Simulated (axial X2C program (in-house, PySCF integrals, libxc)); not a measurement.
# GaCl: from the state search to constants

What are the state, bond length, wavenumber and bond energy of GaCl, and what does spin–orbit coupling change?

Program: an in-house X2C program for linear molecules on PySCF integrals. Level of theory: all-electron X2C, Ga dyall-cv3z, Cl dyall-av3z. These are calculated values, not measurements.

## Step 1: The job

task.json reads:

```json
{"zs": [31, 17], "q": 0, "bas": ["dyall-cv3z", "dyall-av3z"], "levels": ["PBE0", "HF", "PBE"], "cc": true, "r0": 2.23, "thr": -1.0, "nmax": 90, "npts": 10, "nst": 2, "ntry": 6}
```

Keys: zs atomic numbers; q charge; bas basis sets; levels methods (HF also brings MP2); cc coupled cluster on or off; r0 starting distance in Å; thr threshold in hartree for freezing inner shells (an s shell follows its p shell); nmax most natural virtual spinors; npts points asked for on the curve; nst determinants followed; ntry starts of the search.

Run with:

```console
$ python so2c.py task.json out
```

Spin-free means the one-electron spin-free X2C Hamiltonian; two-component (2c) means X2C with spin–orbit coupling and atomic mean-field two-electron Coulomb and Gaunt terms. Basis: Ga dyall-cv3z contracted to [9s9p7d4f1g], Cl dyall-av3z contracted to [9s8p3d2f]; Gaussian nuclei, density fitting. Masses: Ga 68.926 u, Cl 34.969 u.

Notation: σ, π±, δ± give the projection m of an orbital's angular momentum (0, ±1, ±2), α and β its spin, Λ and M_S the sums; ω is the projection of a spinor's total angular momentum and Ω the sum. Logs are in hartree.

After this run come: PBE0, spin-free; HF, spin-free; PBE, spin-free; MP2 and beyond, spin-free; PBE0, 2c; HF, 2c; PBE, 2c; MP2 and beyond, 2c.

Before running it: what results should come out? Wanted: for each run, Hamiltonian; Re; ωe; De; μ.

As calculated:

Lowest determinant that the search found at its distance, spin-free: M_S = 0, Λ = 0 (closed shell).

Lowest determinant that the search found at its distance, 2c: Ω = 0 (closed shell).

| Hamiltonian | level | Re (Å) | ωe (cm⁻¹) | De (eV) | μ (D) |
| --- | --- | --- | --- | --- | --- |
| spin-free | PBE0 | 2.217 | 358 | 4.80 | -2.57 |
| spin-free | HF | 2.231 | 354 | 3.58 | -2.71 |
| spin-free | MP2 | 2.230 | 359 | 4.93 | n/a |
| spin-free | CCSD | 2.232 | 357 | 4.63 | n/a |
| spin-free | CCSD(T) | 2.235 | 356 | 4.74 | n/a |
| spin-free | PBE | 2.238 | 345 | 4.92 | -2.60 |
| 2c | PBE0 | 2.218 | 357 | 4.79 | -2.57 |
| 2c | HF | 2.232 | 354 | 3.70 | -2.72 |
| 2c | MP2 | 2.231 | 359 | 4.91 | n/a |
| 2c | CCSD | 2.232 | 357 | 4.62 | n/a |
| 2c | CCSD(T) | 2.235 | 356 | 4.73 | n/a |
| 2c | PBE | 2.239 | 344 | 4.91 | -2.60 |

Dipoles are positive if Cl is the positive end.

**Reading.** At CCSD(T), going from spin-free to two-component changes Re by 0 mÅ, ωe by -0.1 %, which is small (part of it comes from the scalar share of the two-electron terms). De moves by -0.02 eV; both De rest on single-determinant atoms, which can miss part of an open shell's spin–orbit lowering.

De refers to Ga + Cl, each in the lowest determinant found, which need not be this curve's own limit. The state is a single determinant with fixed occupations, the lowest that a limited PBE0 search found. The closed shell is kept restricted; where the fragments are open shells, the energy then runs too high at long range. De is counted from the lowest determinant-based energies of the atoms at the same level, without counterpoise correction. Coupled cluster ran in a truncated set of natural virtual spinors; the MP2 energy of the rest was added. With the outer-core shells frozen, correlated bond lengths of heavy atoms tend to come out a few hundredths of an ångström too long.
